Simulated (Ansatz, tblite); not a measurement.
**The cluster K₄H₄+: rung by rung**

The task here is to estimate one member of a computed series from the others.

Method: as each input shows; program: Ansatz 0.2.0, Gaussian basis.

The runs, in order: GFN1-xTB, GFN2-xTB, PBE-D4/def2-TZVP, r2SCAN-D4/def2-TZVP, HF/def2-TZVP, LDA/def2-TZVP, ωB97M-V/def2-TZVP, BLYP-D4/def2-TZVP, HSE06-D4/def2-TZVP, revPBE-D4/def2-TZVP, ωB97X-V/def2-TZVP, PBE-D4/def2-SVP, PBE0-D4/def2-SVP, HF/STO-3G, CCSD(T)/def2-SVP, MP2/def2-TZVP, RPA/def2-TZVP.

1 further run of the same task is left out (set aside as unsound or not needed).

## The structure

The geometry is that of the doublet, from an earlier relaxation (PBE-D4/def2-SVP). At that level it is the lowest of the isomers that a small search found.

8 atoms, charge 1, spin multiplicity 2.

Bond lengths: K1–K2 3.616 Å, K1–K4 3.819 Å, K1–H5 2.621 Å, K1–H6 2.651 Å, K2–K4 3.808 Å, K2–H5 2.675 Å, K2–H6 2.623 Å, K4–H5 2.604 Å, K4–H6 2.566 Å. Angles: K2–K1–K4 61.5°, K2–K1–H5 47.6°, K2–K1–H6 46.4°, K4–K1–H5 42.9°, K4–K1–H6 42.1°, H5–K1–H6 68.2°, K1–K2–K4 61.8°, K1–K2–H5 46.3°, K1–K2–H6 47.0°, K4–K2–H5 43.1°, K4–K2–H6 42.2°, H5–K2–H6 67.8°, K1–K4–K2 56.6°, K1–K4–H5 43.2°, K1–K4–H6 43.8°, K2–K4–H5 44.6°, K2–K4–H6 43.4°, H5–K4–H6 69.7° and more.

The ion is computed in the gas phase, without counter-ions or solvent.

PBE0-D4/def2-TZVP was run before; its log isn't repeated, and its numbers join the tables.

The first run:

Tight binding, by tblite at 300 K electronic temperature and without a spin-polarisation term:

```python
tblite.interface.Calculator('GFN1-xTB', numbers, positions, charge=1, uhf=1).singlepoint()
```

Tight binding, by tblite at 300 K electronic temperature and without a spin-polarisation term:

```python
tblite.interface.Calculator('GFN2-xTB', numbers, positions, charge=1, uhf=1).singlepoint()
```

start.molden holds the orbitals of an earlier run on this state, given as this run's starting guess.

in.yaml reads:

```yaml
crystal:
  periodic: [false, false, false]
  atoms:
    - {symbol: K, position_ang: [-1.785464, -1.174031, -1.432195]}
    - {symbol: K, position_ang: [0.798588, 1.147057, -0.425749]}
    - {symbol: K, position_ang: [-2.215493, 3.392194, -3.966389]}
    - {symbol: K, position_ang: [0.831837, -2.346167, 1.089767]}
    - {symbol: H, position_ang: [-0.906700, -0.415287, 0.917519]}
    - {symbol: H, position_ang: [0.855817, -1.336275, -1.269219]}
    - {symbol: H, position_ang: [0.851683, 0.298474, 2.409147]}
    - {symbol: H, position_ang: [1.569744, 0.434034, 2.677111]}
basis:
  gaussian: {orbitals: def2-TZVP, initial_orbitals: start.molden}
total_charge: 1
magnetization: {spin_polarized: true, initial_magnetization: 1}
hamiltonian: {xc: pbe, dispersion: d4}
scf: {omitted_lower_state_checks: [starts]}
output: {orbitals: {seedname: orbitals}}
```

Started as:

```console
$ ansatz run in.yaml --threads 4 --pin off --events-out ev --progress --plain --max-ram 3916MiB
```

Among the steps run: PBE-D4/def2-TZVP; r2SCAN-D4/def2-TZVP; HF/def2-TZVP; LDA/def2-TZVP; ωB97M-V/def2-TZVP; BLYP-D4/def2-TZVP; HSE06-D4/def2-TZVP; revPBE-D4/def2-TZVP; ωB97X-V/def2-TZVP; PBE-D4/def2-SVP; PBE0-D4/def2-SVP; HF/STO-3G; CCSD(T)/def2-SVP; MP2/def2-TZVP; RPA/def2-TZVP.

One table of the session follows, with a row left open; its other results are not shown here.

It belongs to the step «Levels side by side». 

| level | HOMO (eV) | LUMO (eV) | gap (eV) |
| --- | --- | --- | --- |
| HF/STO-3G | -4.70 | 1.16 | 5.87 |
| HF/def2-TZVP | -7.13 | -2.26 | 4.87 |
| LDA/def2-TZVP | ? | ? | ? |
| PBE-D4/def2-SVP | -5.53 | -4.81 | 0.72 |
| PBE-D4/def2-TZVP | -5.51 | -4.79 | 0.72 |
| revPBE-D4/def2-TZVP | -5.45 | -4.83 | 0.62 |
| BLYP-D4/def2-TZVP | -5.37 | -4.73 | 0.64 |
| r2SCAN-D4/def2-TZVP | -5.48 | -4.33 | 1.15 |
| PBE0-D4/def2-SVP | -5.98 | -4.23 | 1.75 |
| PBE0-D4/def2-TZVP | -5.98 | -4.20 | 1.78 |
| HSE06-D4/def2-TZVP | -5.64 | -4.51 | 1.13 |
| ωB97X-V/def2-TZVP | -7.27 | -2.29 | 4.98 |
| ωB97M-V/def2-TZVP | -6.83 | -3.00 | 3.83 |

Estimate the missing values for LDA/def2-TZVP.

As computed: HOMO (eV): -5.62; LUMO (eV): -4.97; gap (eV): 0.65. In the column «HOMO (eV)» it lies between HSE06-D4/def2-TZVP (-5.64) and PBE-D4/def2-SVP (-5.53).
